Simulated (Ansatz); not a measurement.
# SnSe: a tetragonal deformation path

The task here is to estimate one member of a computed series from the others.

Computed with Ansatz 0.2.0 (DFT LDA, scalar-relativistic, plane waves, PAW, unless a step's input says otherwise).

## The structure to begin with

Symmetry: P4/nmm, No. 129, tetragonal system. The conventional cell has a = 4.285 Å, b = 4.285 Å, c = 10.991 Å, α = 90.00°, β = 90.00°, γ = 90.00°. Around Sn (site symmetry 4mm) lie 5 Se at 2.68 to 3.03 Å. Around Se (site symmetry 4mm) lie 5 Sn at 2.68 to 3.03 Å.

Coordinates:

```
CELL_PARAMETERS angstrom
4.28533 0.00000 0.00000
0.00000 4.28533 0.00000
0.00000 0.00000 10.99069
ATOMIC_POSITIONS crystal
Sn 0.50000 0.00000 0.37223
Sn 0.00000 0.50000 0.62777
Se 0.50000 0.00000 0.61604
Se 0.00000 0.50000 0.38396
```

It goes back to an entry of the Materials Project, which need not be the stable form.

The cell is taken as given, not relaxed at this level.

## The reference cell

Reference values: F = -22526.7230 eV; pressure -1.38 GPa; largest force 0.241 eV/Å; gap on the mesh 0.97 eV. It was computed beforehand with the settings of the runs below.

The first run:

At fixed volume and fractional coordinates, lengths along (0.000, 0.000, 1.000) are scaled against those across it; ρ is that ratio over its starting value.

The input, input.yaml:

```yaml
crystal:
  lattice:
    - [4.5238795632, 0.0, 0.0]
    - [0.0, 4.5238795632, 0.0]
    - [0.0, 0.0, 9.862136134]
  atoms:
    - { symbol: Sn, position: [0.5, 0.0, 0.37222911] }
    - { symbol: Sn, position: [0.0, 0.5, 0.62777089] }
    - { symbol: Se, position: [0.5, 0.0, 0.61603949] }
    - { symbol: Se, position: [0.0, 0.5, 0.38396051] }
basis:
  ecutwfc: 420
kpoints:
  mp_grid: { grid: [8, 8, 4] }
hamiltonian:
  xc: lda
scf:
  occupations: { method: gaussian, width: 0.05 }
output:
  forces: true
  stress: true
  eigenvalues: true
```

The run is started by

```console
$ ansatz run input.yaml --threads 1 --pin off --max-ram 2560MiB --backend cpu --events-out ev --progress --plain --runs-dir out
```

Steps of the session up to this table: ρ = 0.850; Point ρ = 1.200; Point ρ = 0.920; At ρ = 1.100; At ρ = 0.960; At ρ = 1.050; ρ = 0.800; At ρ = 1.300.

One table of the session follows, with a row left open; its other results are not shown here.

Collected from the runs (energy zero: the undisturbed cell):

| ρ | ΔE (meV/atom) | pressure (GPa) | gap on the mesh (eV) |
| --- | --- | --- | --- |
| 0.800 | 382.0 | 1.9 | 1.44 |
| 0.850 | 202.1 | 0.3 | 1.32 |
| 0.920 | 58.9 | -1.0 | 1.07 |
| 0.960 | 18.4 | -1.3 | 1.00 |
| 1.000 | 0.0 | -1.4 | 0.97 |
| 1.050 | 0.2 | -1.2 | 0.99 |
| 1.100 | ? | ? | ? |
| 1.200 | 89.0 | 0.4 | 0.55 |
| 1.300 | 186.8 | 2.0 | 0.34 |

Estimate the missing values for ρ = 1.100.

Worked estimate for «ΔE (meV/atom)». A straight line through the neighbours (1.050, 0.2) and (1.200, 89.0) gives 0.2 + (89.0 − 0.2) × (1.100 − 1.050) / (1.200 − 1.050) = 29.8; a parabola fitted to 4 rows on both sides gives 22.4.

As computed: ΔE (meV/atom): 18.8; pressure (GPa): -0.9; gap on the mesh (eV): 0.87. In «ΔE (meV/atom)» the line misses by +11.0 and the parabola by +3.6.

Limits of these values: Warnings in the runs' records: xc potential rough in thin density.
